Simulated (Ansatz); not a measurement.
# ZrGe2W2: relaxing cell and atoms

Wanted: the geometry at rest of ZrGe2W2 (a borrowed structure type, volume estimated), relaxing cell and atoms, and its electronic structure there.

Computed, not measured: Ansatz 0.2.0, DFT, r2SCAN, collinear spin, plane waves, PAW.

### Step 1. The cell

Symmetry: I4/mmm, No. 139, tetragonal system. The conventional cell has a = 4.025 Å, b = 4.025 Å, c = 10.857 Å, α = 90.00°, β = 90.00°, γ = 90.00°. Ge (site symmetry 4mm) has 4 W at 2.48 Å and 1 Ge at 2.52 Å as nearest neighbours. W (site symmetry -4m2) has 4 Ge at 2.48 Å and 4 W at 2.85 Å as nearest neighbours. Around Zr (site symmetry 4/mmm) lie 8 Ge at 3.11 Å and 8 W at 3.38 Å.

As a file:

```
Ge W Zr
1.0
     0.00000    4.02493    0.00000
     4.02493    0.00000    0.00000
     2.01246    2.01246   -5.42846
Ge W Zr
2 2 1
Direct
  0.38400 0.38400 0.23200
  0.61600 0.61600 0.76800
  0.75000 0.25000 0.50000
  0.25000 0.75000 0.50000
  0.00000 0.00000 0.00000
```

The first density is read from a saved solution for the starting cell.

### Step 2. The relaxation

Input file input.yaml:

```yaml
crystal:
  lattice:
    - [0.0, 4.02492934, 0.0]
    - [4.02492934, 0.0, 0.0]
    - [2.01246467, 2.01246467, -5.42845775]
  atoms:
    - { symbol: Ge, position: [0.384, 0.384, 0.232], spin: 0.0 }
    - { symbol: Ge, position: [0.616, 0.616, 0.768], spin: 0.0 }
    - { symbol: W, position: [0.75, 0.25, 0.5], spin: 1.0 }
    - { symbol: W, position: [0.25, 0.75, 0.5], spin: -1.0 }
    - { symbol: Zr, position: [0.0, 0.0, 0.0], spin: 0.0 }
  symmetry: { detect: false, time_reversal: true }
kpoints:
  mp_grid: { grid: [6, 6, 6], shift: [0, 0, 0] }
magnetization:
  spin_polarized: true
scf:
  occupations: { method: cold, width: 0.0199 }
  lower_state_search: "off"
hamiltonian:
  pseudopotentials: { kind: paw }
  xc: r2scan
basis:
  ecutwfc: 500
  fft_grid_basis: typed
relax:
  max_steps: 60
  cell: { p_target: 0.0 }
  f_tol: 0.03
output:
  forces: true
  stress: true
  eigenvalues: true
  bader: true
  populations: true
  elf: true
  write_potential: true
  volumetric_format: npy
  dos:
    e_range: [-12, 8]
    de: 0.05
    projected: { site_lists: { Ge: [Ge], W: [W], Zr: [Zr] } }
  write_density: true
checkpoint:
  read: saved_state
```

On the command line:

```bash
$ ansatz run input.yaml --threads 2 --pin off --max-ram 4096MiB --backend cpu --events-out ev --progress --plain --runs-dir out
```

Output, shortened:

```text
Warning: RAYON_NUM_THREADS=2 ignored (pool sized by the plan → 2); use --threads N
the start keeps a symmetry that the run doesn't impose, so 5 atoms are moved at random by 1.00e-2 Å, to let the relaxation leave a saddle point. relax.escape_saddle: false keeps them in place
[...]
Pseudopotentials: kind: paw
Pseudopotential: Ge, paw, valence charge 14, recommended cutoff 500 eV (meta_gga), Ge.paw.azcp
Pseudopotential: W, paw, valence charge 14, recommended cutoff 500 eV (meta_gga), W.paw.azcp
Pseudopotential: Zr, paw, valence charge 12, recommended cutoff 500 eV (meta_gga), Zr.paw.azcp
Functional definition: r2SCAN
[...]
Crystal: 5 atoms, lattice volume = 87.941 Å³
Basis set: ecut = 500 eV, 2259 PW (Γ), exchange–correlation on 120×120×180 points (64 copies of the dense FFT grid, shifted against one another)
Bands: 42, of which v1, the nominal top of the filled ones, is band 34 counted from 1 (33 counted from 0)
Symmetry: 1 space group operations
k-points: 112 of 216 (time reversal used)
[...]
Starting moments: Σ|m| = 2 μB on 2 of 5 sites; this step starts from the density that it was given
[...]
SCF iter   1: F=—  HF=-33594.940723 eV  |F-HF|=—  |Δ(HF+E_count)|=         —  Δρ=2.97e-3 (↑2.02e-3 ↓2.97e-3)  dr2=5.01e-3  dr2_τ=1.02e-3  dr2_m=3.91e-3  M=-0.058 μB ∫|m|=0.914 μB  β_m=0.30  ethr=7.13e-6  ⟨swp⟩=2.3  Hψ=56131  notcnv=0
[...]
spin=Collinear: Kerker preconditioning applied to the charge; magnetization (m = ρ↑ − ρ↓) channel mixes plain (no charge-response kernel on spin).
[...]
spin-set hold released at iteration 15 (site moments' squared step at or under half its running peak, from the soft ceiling on): the magnetisation degrees of freedom join the quasi-Newton model from the next iteration; the mixer history was flushed
[...]
SCF 1 converged in 27 iterations: F = -33594.986910 eV  dr2 = 7.21e-11
[...]
SCF iter   1: F=—  HF=-33594.956859 eV  |F-HF|=—  |Δ(HF+E_count)|=         —  Δρ=7.10e-4 (↑6.77e-4 ↓7.10e-4)  dr2=1.08e-3  dr2_τ=8.10e-3  dr2_m=1.36e-4  M=0.001 μB ∫|m|=0.404 μB  β_m=0.30  ethr=1.62e-6  ⟨swp⟩=2.0  Hψ=36678  notcnv=0
[...]
spin=Collinear: Kerker preconditioning applied to the charge; magnetization (m = ρ↑ − ρ↓) channel mixes plain (no charge-response kernel on spin).
```

Caution: the run may have ended on a state that is not the lowest.

### Step 3. The output, continued

Output, continued:

```text
SCF iter   2: F=—  HF=-33594.969636 eV  |F-HF|=—  |Δ(HF+E_count)|=   1.28e-2  S|Δr|=    0.00e0  Δρ=5.54e-4 (↑5.25e-4 ↓5.54e-4)  dr2=5.65e-4  dr2_τ=5.27e-6  dr2_m=7.46e-5  M=0.001 μB ∫|m|=0.404 μB  β_m=0.30  ethr=1.60e-6  ⟨swp⟩=2.0  Hψ=18816  notcnv=0  κ⁻¹=1.0e0(r=1)
SCF iter   3: F=—  HF=-33594.969716 eV  |F-HF|=—  |Δ(HF+E_count)|=   7.96e-5  S|Δr|=    0.00e0  Δρ=3.56e-4 (↑3.39e-4 ↓3.56e-4)  dr2=2.52e-4  dr2_τ=3.26e-6  dr2_m=2.79e-5  M=0.001 μB ∫|m|=0.404 μB  β_m=1.20  ethr=8.32e-7  ⟨swp⟩=1.0  Hψ=9408  notcnv=0  κ⁻¹=1.1e-2(r=2)
SCF iter   4: F=—  HF=-33594.969772 eV  |F-HF|=—  |Δ(HF+E_count)|=   5.64e-5  S|Δr|=    0.00e0  Δρ=7.71e-5 (↑7.71e-5 ↓7.67e-5)  dr2=2.62e-5  dr2_τ=2.26e-7  dr2_m=7.89e-8  M=0.001 μB ∫|m|=0.402 μB  β_m=1.20  ethr=3.71e-7  ⟨swp⟩=2.0  Hψ=15167  notcnv=0  κ⁻¹=6.0e-4(r=3)
SCF iter   5: F=—  HF=-33594.969777 eV  |F-HF|=—  |Δ(HF+E_count)|=   5.09e-6  S|Δr|=    0.00e0  Δρ=4.01e-5 (↑3.99e-5 ↓4.01e-5)  dr2=4.29e-6  dr2_τ=4.45e-8  dr2_m=2.33e-8  M=0.002 μB ∫|m|=0.401 μB  β_m=1.20  ethr=3.86e-8  ⟨swp⟩=2.0  Hψ=11616  notcnv=0  κ⁻¹=2.0e-4(r=4)
SCF iter   6: F=—  HF=-33594.969778 eV  |F-HF|=—  |Δ(HF+E_count)|=   8.43e-7  S|Δr|=    0.00e0  Δρ=2.78e-5 (↑2.78e-5 ↓2.78e-5)  dr2=1.50e-6  dr2_τ=1.74e-8  dr2_m=7.16e-9  M=0.002 μB ∫|m|=0.400 μB  β_m=1.20  ethr=6.31e-9  ⟨swp⟩=2.0  Hψ=11618  notcnv=0  κ⁻¹=1.6e-5(r=5)
SCF iter   7: F=—  HF=-33594.969779 eV  |F-HF|=—  |Δ(HF+E_count)|=   4.91e-7  S|Δr|=    0.00e0  Δρ=6.18e-6 (↑6.18e-6 ↓5.89e-6)  dr2=1.36e-7  dr2_τ=1.41e-9  dr2_m=1.49e-9  M=0.002 μB ∫|m|=0.399 μB  β_m=1.20  ethr=2.21e-9  ⟨swp⟩=2.5  Hψ=13699  notcnv=0  κ⁻¹=3.2e-6(r=6)
iter 8 did not close the SCF: its close was put off for a magnetic moment that had not settled (scf_convergence_deferred on its scf_iter line)
SCF iter   8: F=-33594.969779 eV  HF=-33594.969779 eV  |F-HF|=7.20e-9  |Δ(HF+E_count)|=   2.96e-8  S|Δr|=    0.00e0  Δρ=5.30e-6 (↑5.30e-6 ↓5.22e-6)  dr2=5.74e-8  dr2_τ=6.59e-10  dr2_m=2.61e-10  M=0.002 μB ∫|m|=0.398 μB  β_m=1.20  ethr=1.47e-10  ⟨swp⟩=8.0  Hψ=52232  notcnv=0  κ⁻¹=1.2e-6(r=7)
iter 9 did not close the SCF: its close was put off for a magnetic moment that had not settled (scf_convergence_deferred on its scf_iter line)
SCF iter   9: F=-33594.969779 eV  HF=-33594.969779 eV  |F-HF|=3.67e-9  |Δ(HF+E_count)|=   1.86e-8  S|Δr|=    0.00e0  Δρ=2.19e-6 (↑2.12e-6 ↓2.19e-6)  dr2=9.60e-9  dr2_τ=1.45e-10  dr2_m=1.42e-10  M=0.002 μB ∫|m|=0.398 μB  β_m=1.20  ethr=8.45e-11  ⟨swp⟩=6.0  Hψ=54605  notcnv=0  κ⁻¹=2.8e-7(r=8)
SCF iter  10: F=-33594.969779 eV  HF=-33594.969779 eV  |F-HF|=8.00e-11  |Δ(HF+E_count)|=   5.84e-9  S|Δr|=    0.00e0  Δρ=1.00e-6 (↑9.79e-7 ↓1.00e-6)  dr2=2.25e-9  dr2_τ=1.63e-11  dr2_m=3.73e-11  M=0.002 μB ∫|m|=0.398 μB  ethr=1.41e-11  ⟨swp⟩=5.3  Hψ=53325  notcnv=0
SCF 2 converged in 10 iterations: F = -33594.969779 eV  dr2 = 2.25e-9
relax step   1: F+E_penalty+E_count = -33594.96977885 eV  Δ(F+E_penalty+E_count) = +0.000e0 eV  max|allowed force component| = 2.380e0 eV/Å  Δτ_max = 0.0000 Å  P = +3.270 GPa  Ω = 87.941 Å³  (10 SCF iters, dr2 threshold 1.00e-7 eV, accepted)
[... from here on, the SCF cycles and remarks between the steps are left out ...]
relax step   2: F+E_penalty+E_count = -33595.31585309 eV  Δ(F+E_penalty+E_count) = -3.461e-1 eV  max|allowed force component| = 1.423e-1 eV/Å  Δτ_max = 0.1255 Å  P = -1.024 GPa  Ω = 87.571 Å³  energy of the carried Pulay correction = +1.918e-4 eV  (33 SCF iters, dr2 threshold 5.00e-7 eV, accepted)
relax step   3: F+E_penalty+E_count = -33595.32142446 eV  Δ(F+E_penalty+E_count) = -5.571e-3 eV  max|allowed force component| = 1.513e-1 eV/Å  Δτ_max = 0.0234 Å  P = +3.581 GPa  Ω = 85.286 Å³  energy of the carried Pulay correction = +1.394e-3 eV  (112 SCF iters, dr2 threshold 5.00e-7 eV, accepted)
relax step   4: F+E_penalty+E_count = -33595.35593912 eV  Δ(F+E_penalty+E_count) = -3.451e-2 eV  max|allowed force component| = 1.885e-1 eV/Å  Δτ_max = 0.0170 Å  P = +0.193 GPa  Ω = 86.851 Å³  energy of the carried Pulay correction = +5.674e-4 eV  (17 SCF iters, dr2 threshold 5.00e-7 eV, accepted)
relax step   5: F+E_penalty+E_count = -33595.39313681 eV  Δ(F+E_penalty+E_count) = -3.720e-2 eV  max|allowed force component| = 2.283e-1 eV/Å  Δτ_max = 0.0616 Å  P = -1.216 GPa  Ω = 87.328 Å³  energy of the carried Pulay correction = +3.183e-4 eV  (17 SCF iters, dr2 threshold 5.00e-7 eV, accepted)
relax step   6: F+E_penalty+E_count = -33595.48304432 eV  Δ(F+E_penalty+E_count) = -8.991e-2 eV  max|allowed force component| = 2.905e-1 eV/Å  Δτ_max = 0.0718 Å  P = -1.647 GPa  Ω = 86.659 Å³  energy of the carried Pulay correction = +6.679e-4 eV  (11 SCF iters, dr2 threshold 5.00e-7 eV, accepted)
relax step   7: F+E_penalty+E_count = -33595.43622988 eV  Δ(F+E_penalty+E_count) = +4.681e-2 eV  max|allowed force component| = 8.110e-1 eV/Å  Δτ_max = 0.0566 Å  P = +5.449 GPa  Ω = 83.307 Å³  energy of the carried Pulay correction = +2.462e-3 eV  (13 SCF iters, dr2 threshold 5.00e-7 eV, rejected (line search))
relax step   8: F+E_penalty+E_count = -33595.50400794 eV  Δ(F+E_penalty+E_count) = -2.096e-2 eV  max|allowed force component| = 2.293e-1 eV/Å  Δτ_max = 0.0454 Å  P = -1.026 GPa  Ω = 85.973 Å³  energy of the carried Pulay correction = +1.029e-3 eV  (16 SCF iters, accepted)
relax step   9: F+E_penalty+E_count = -33595.44302356 eV  Δ(F+E_penalty+E_count) = +6.098e-2 eV  max|allowed force component| = 5.748e-1 eV/Å  Δτ_max = 0.0851 Å  P = +4.949 GPa  Ω = 84.066 Å³  energy of the carried Pulay correction = +2.049e-3 eV  (11 SCF iters, dr2 threshold 5.00e-7 eV, rejected (line search))
relax step  10: F+E_penalty+E_count = -33595.51603427 eV  Δ(F+E_penalty+E_count) = -1.203e-2 eV  max|allowed force component| = 1.280e-1 eV/Å  Δτ_max = 0.0152 Å  P = -0.352 GPa  Ω = 85.631 Å³  energy of the carried Pulay correction = +1.210e-3 eV  (15 SCF iters, accepted)
relax step  11: F+E_penalty+E_count = -33595.51696119 eV  Δ(F+E_penalty+E_count) = -9.269e-4 eV  max|allowed force component| = 1.790e-1 eV/Å  Δτ_max = 0.0471 Å  P = +0.135 GPa  Ω = 85.486 Å³  energy of the carried Pulay correction = +1.288e-3 eV  (12 SCF iters, dr2 threshold 5.00e-7 eV, accepted)
relax step  12: F+E_penalty+E_count = -33595.52215576 eV  Δ(F+E_penalty+E_count) = -5.195e-3 eV  max|allowed force component| = 3.993e-2 eV/Å  Δτ_max = 0.0155 Å  P = +0.044 GPa  Ω = 85.340 Å³  energy of the carried Pulay correction = +1.366e-3 eV  (11 SCF iters, dr2 threshold 5.00e-7 eV, accepted)
relax step  13: F+E_penalty+E_count = -33595.52214915 eV  Δ(F+E_penalty+E_count) = +6.614e-6 eV  max|allowed force component| = 5.228e-2 eV/Å  Δτ_max = 0.0177 Å  P = +0.195 GPa  Ω = 85.311 Å³  energy of the carried Pulay correction = +1.381e-3 eV  (12 SCF iters, dr2 threshold 1.37e-7 eV, rejected (line search))
relax step  14: F+E_penalty+E_count = -33595.52281753 eV  Δ(F+E_penalty+E_count) = -6.618e-4 eV  max|allowed force component| = 1.706e-2 eV/Å  Δτ_max = 0.0060 Å  P = -0.046 GPa  Ω = 85.385 Å³  energy of the carried Pulay correction = +1.342e-3 eV  (11 SCF iters, accepted)
relax step  15: F+E_penalty+E_count = -33595.52185416 eV  Δ(F+E_penalty+E_count) = +9.634e-4 eV  max|allowed force component| = 8.226e-2 eV/Å  Δτ_max = 0.0175 Å  P = +0.013 GPa  Ω = 85.384 Å³  energy of the carried Pulay correction = +1.342e-3 eV  (11 SCF iters, dr2 threshold 2.84e-8 eV, rejected (line search))
relax step  16: F+E_penalty+E_count = -33595.52288695 eV  Δ(F+E_penalty+E_count) = -6.942e-5 eV  max|allowed force component| = 1.194e-2 eV/Å  Δτ_max = 0.0034 Å  P = +0.036 GPa  Ω = 85.331 Å³  energy of the carried Pulay correction = +1.370e-3 eV  (12 SCF iters, accepted)
relax step  17: F+E_penalty+E_count = -33595.52295534 eV  Δ(F+E_penalty+E_count) = -6.839e-5 eV  max|allowed force component| = 3.711e-3 eV/Å  Δτ_max = 0.0021 Å  P = -0.040 GPa  Ω = 85.383 Å³  energy of the carried Pulay correction = +1.342e-3 eV  (9 SCF iters, dr2 threshold 7.22e-8 eV, accepted)
relax step  18: F+E_penalty+E_count = -33595.52273754 eV  Δ(F+E_penalty+E_count) = +2.178e-4 eV  max|allowed force component| = 3.414e-2 eV/Å  Δτ_max = 0.0040 Å  P = +0.231 GPa  Ω = 85.263 Å³  energy of the carried Pulay correction = +1.406e-3 eV  (10 SCF iters, dr2 threshold 2.35e-8 eV, rejected (line search))
relax step  19: F+E_penalty+E_count = -33595.52298112 eV  Δ(F+E_penalty+E_count) = -2.577e-5 eV  max|allowed force component| = 2.787e-3 eV/Å  Δτ_max = 0.0010 Å  P = -0.001 GPa  Ω = 85.366 Å³  energy of the carried Pulay correction = +1.351e-3 eV  (10 SCF iters, accepted)
relax step  20: F+E_penalty+E_count = -33595.52431849 eV  Δ(F+E_penalty+E_count) = -1.337e-3 eV  max|allowed force component| = 2.799e-3 eV/Å  Δτ_max = 0.0000 Å  P = +0.001 GPa  Ω = 85.366 Å³  stress off target by 3.92e-2 GPa  SCF on the basis re-selected at this cell (its energy is not comparable with the rows above)  (9 SCF iters)
basis re-selected at this cell: Δ(F+E_penalty+E_count) = -1.337e-3 eV, ΔP = +0.002 GPa vs the last step (what re-selecting the basis moved, of the pressure what is left beyond the Pulay correction that the steps carried, after the strain that the cell walked since its last selection, with what the two solves' SCF thresholds leave and, on support functions, any second-order correction that the steps lacked; it is no measure of the basis error at this ecutwfc). The dense FFT grid was sized anew with the basis: this SCF ran on 27×32×48 points, the steps before it on 30×30×45, so part of this shift can come from that change (see relax.cell in the input reference). This SCF's stress stands 3.92e-2 GPa from its target on what of the cell is left free (relax.cell.stress_tol is 5.00e-2 GPa) and its largest allowed force component is 2.80e-3 eV/Å (relax.f_tol is 3.00e-2 eV/Å): within both
SCF converged after 9 iterations
Stability not checked: this state was not tested for a lower state beside it, because cold or Methfessel-Paxton smearing, or corrected tetrahedra, fill the levels in a way that the test cannot read (fill_not_monotonic; see scf.lower_state_search)
Magnetization: -0.0000 μB (34.0000 up, 34.0000 down)
Absolute magnetization: 0.0000 μB (∫|ρ↑−ρ↓|, with the PAW one-centre terms)
Spin contamination: 0.0000 ħ² per cell (⟨S²⟩ above its minimum at these occupations)
Per-site moments (μB) at R_I (Å): [(3.244151782067286e-8, 0.9845873697356791), (-3.108595084243944e-8, 0.9845873697356791), (-8.451229718932008e-7, 1.0439543914193952), (8.368904309152108e-7, 1.0439418640538154), (-1.1184675082378324e-9, 1.2359815034844455)]
Free energy (F): -33595.524318 eV
Harris-Foulkes:  -33595.524318 eV  (|F-HF|=2.18e-11)
Internal energy: -33595.524648 eV  (E = F + TS)
E sigma→0 (E₀):  -33595.524428 eV
Entropy (-TS):   0.000330 eV (0.066 meV/atom)
Fermi energy:    17.835448 eV
Step filling:    the computed levels leave a gap of 0.0504 eV = 2.5 smearing widths at the electron count; against every level under it full and every level over it empty, smearing changes F+E_penalty+E_count by +0.146 meV and its σ→0 estimate by +0.036 meV
--- Per-component energies (eV) ---
  E_band       = -479.015961
  E_kinetic    = 1461.620655
  E_local      = -6273.500969  (includes V_loc(G=0)·N_el)
  E_nonlocal   = 926.878575
  E_hartree    = 2616.764794
  E_xc         = -794.299601
  E_vxc        = -870.435267  (∫ρ·V_xc dr)
  E_paw        = -24228.947154  (= ΣΔE_a)
  E_vpaw       = -1004.403939  (= ΣTr[D̂ρ^β])
  E_aug_tail   = -0.000054  (compensation charges beyond the density's cutoff)
  E_vtau       = 47.295502  (kinetic-family band-sum trace: ∫τ·v_τ [+ j·A + Jᵃ·Aᵃ] dr)
  E_ewald      = -7300.528722
  E_core_change = -3.512171  (= ΣΔE_core)
  E_smearing   = 0.000330  (= −TS)
  E_closure    = 0.000000  (closes the sum)
  Σ components = -33595.524318   (vs F -33595.524318, Δ=0.00e0)
--- Forces (eV/Å), atoms counted from 1 ---
  atom   1  Ge     0.00102224     0.00277322    -0.00011149
  atom   2  Ge    -0.00101847    -0.00279889     0.00010741
  atom   3  W      0.00130694    -0.00054757     0.00047413
  atom   4  W     -0.00130509     0.00062929    -0.00046694
  atom   5  Zr    -0.00000732    -0.00005340    -0.00000083
  max |Σ_I F_I| component: 2.65e-6 eV/Å
--- Stress (GPa, compression-positive) ---
        0.014725       0.001751       0.003885
        0.001751      -0.039003      -0.002419
        0.003885      -0.002418       0.027398
  P = ⅓ Tr σ = 0.0010 GPa (0.010 kbar)
--- Band table (eV; the first three rows and the last of 224) ---
  k-point 0 ↑: bands = ["-58.4523", "-58.3411", "-33.8475", "-22.5078", "-22.2863", "-22.1709", "-22.0009", "-21.7787", "-21.5665", "-11.2930", "-11.1152", "-10.9950", "-8.1060", "-7.9983", "-7.9789", "-7.8937", "-7.8864", "-7.8799", "-7.8718", "-7.8606", "-7.8498", "-7.8000", "4.4648", "8.2357", "9.7188", "12.4653", "12.9367", "14.2376", "14.7373", "14.8155", "14.9018", "16.1470", "16.9288", "17.5875", "17.9437", "18.6698", "19.0037", "19.2720", "19.4697", "20.3738", "21.1165", "21.2652"]
[... 3 lines left out ...]
--- Relaxed structure (19 steps of the walk, 14 accepted, 1 SCFs on fresh bases) ---
  F+E_penalty+E_count = -33595.52431849 eV   max|allowed force component| = 2.799e-3 eV/Å   (the final SCF, on the basis selected at the relaxed cell)
  cell:  # Å, volume = 85.3662 Å³
    - [-3.814394395153558e-5, 3.4282471871527376, -0.047193194755078535]
    - [4.331228150791417, -3.814394395153558e-5, -2.207908348016461e-5]
    - [2.16562478167863, 1.777754400192191, -5.7736248958605945]
  atoms:
    - { symbol: Ge, position: [0.3951740967415328, 0.3968511717849722, 0.20682501800597844] }
    - { symbol: Ge, position: [0.6073352468971498, 0.6044621997091599, 0.7916834506227455] }
    - { symbol: W, position: [0.7201675852844736, 0.23477319220649345, 0.53101191343421] }
    - { symbol: W, position: [0.28232942068553357, 0.7665398190664374, 0.4674971431418285] }
    - { symbol: Zr, position: [0.0012734439835943162, 0.0006572452776759946, -0.0007462096175386086] }
--- Löwdin populations: 5 sites ---
  site symbol       q [e]    m [muB]
     0     Ge     14.3243     0.0000
     1     Ge     14.3243    -0.0000
     2      W     13.7445    -0.0000
     3      W     13.7445     0.0000
     4     Zr     11.5369    -0.0000
  spilling = 0.004788 (of n_electrons = 68.000000)
--- Bader charges: 5 sites ---
  site symbol  charge [e]  shift [e]    m [muB]
     0     Ge     -0.8269     0.0007     0.0000
     1     Ge     -0.8269     0.0007     0.0000
     2      W      0.0878     0.0007     0.0000
     3      W      0.0878     0.0007     0.0000
     4     Zr      1.4782     0.0000     0.0000
  estimated error of the sums over rays = 8.7e-4 e
```

Run time: 34 min. Hardware: 2 threads of Intel Xeon 6975P-C (Granite Rapids), shared host; peak memory 2.5 GiB.

The steps of the relaxation:

```csv
step,energy from step 1 (eV/cell),largest force component (eV/Å),pressure (GPa),volume (Å³)
1,0.0000,2.3804,3.27,87.94
2,-0.3461,0.1423,-1.02,87.57
3,-0.3516,0.1513,3.58,85.29
4,-0.3862,0.1885,0.19,86.85
5,-0.4234,0.2283,-1.22,87.33
6,-0.5133,0.2905,-1.65,86.66
7x,-0.4665,0.8110,5.45,83.31
8,-0.5342,0.2293,-1.03,85.97
9x,-0.4732,0.5748,4.95,84.07
10,-0.5463,0.1280,-0.35,85.63
11,-0.5472,0.1789,0.13,85.49
12,-0.5524,0.0399,0.04,85.34
13x,-0.5524,0.0523,0.19,85.31
14,-0.5530,0.0171,-0.05,85.38
15x,-0.5521,0.0823,0.01,85.38
16,-0.5531,0.0119,0.04,85.33
17,-0.5532,0.0037,-0.04,85.38
18x,-0.5530,0.0341,0.23,85.26
19,-0.5532,0.0028,0.00,85.37
20,-0.5545,0.0028,0.00,85.37
```

Step 1 is the start, which the program shook by about 0.01 Å to leave a possible saddle point. Step 20 repeats the geometry before on a plane-wave basis chosen anew for that cell, so the energy can jump there without any move; the table keeps such jumps. 5 steps were tried and not accepted (marked x).

| input's cell | before | after | change |
| --- | --- | --- | --- |
| a (Å) | 4.025 | 3.429 | -14.8 % |
| b (Å) | 4.025 | 4.331 | +7.6 % |
| c (Å) | 6.129 | 6.418 | +4.7 % |
| α (°) | 70.83 | 70.28 | -0.55° |
| β (°) | 70.83 | 73.18 | +2.35° |
| volume (Å³/atom) | 17.59 | 17.07 | -2.9 % |

The largest move, 0.19 Å, apart from the change of the cell, is shared by several atoms, W3 among them.

### Step 4. Density of states

Counts of states in windows (eV from the Fermi level; tetrahedra), total and projected:

```csv
from,to,total,Ge p,W d,Zr d
-4.5,-4.0,1.40,0.61,0.52,0.15
-4.0,-3.5,2.04,0.59,1.04,0.28
-3.5,-3.0,2.90,0.54,1.68,0.49
-3.0,-2.5,2.41,0.38,1.44,0.43
-2.5,-2.0,1.62,0.21,1.01,0.27
-2.0,-1.5,0.88,0.09,0.57,0.16
-1.5,-1.0,0.78,0.13,0.43,0.16
-1.0,-0.5,0.66,0.10,0.37,0.15
-0.5,0.0,1.10,0.10,0.61,0.31
0.0,0.5,2.06,0.18,1.08,0.62
0.5,1.0,2.01,0.14,1.02,0.68
1.0,1.5,3.16,0.18,1.62,1.09
1.5,2.0,2.90,0.17,1.32,1.10
```

The bands computed are complete only to about 2.5 eV above the Fermi level.

### Step 5. Charges

By element, from the tables in the log (a charge is positive for electrons lost): Löwdin charges also hold the electrons that the projection spills.

```csv
element,atoms,Bader charge (e),Bader volume (Å³),Löwdin charge (e)
Ge,2,-0.83,17.7,-0.32
W,2,+0.09,17.4,+0.25
Zr,1,+1.48,15.2,+0.46
```

Löwdin charges rest on a small set of atomic orbitals that misses 0.5 % of the electrons, so they need not add up to the cell's charge and can differ from Bader's even in sign.

(Part 1 of 2 ends here.)
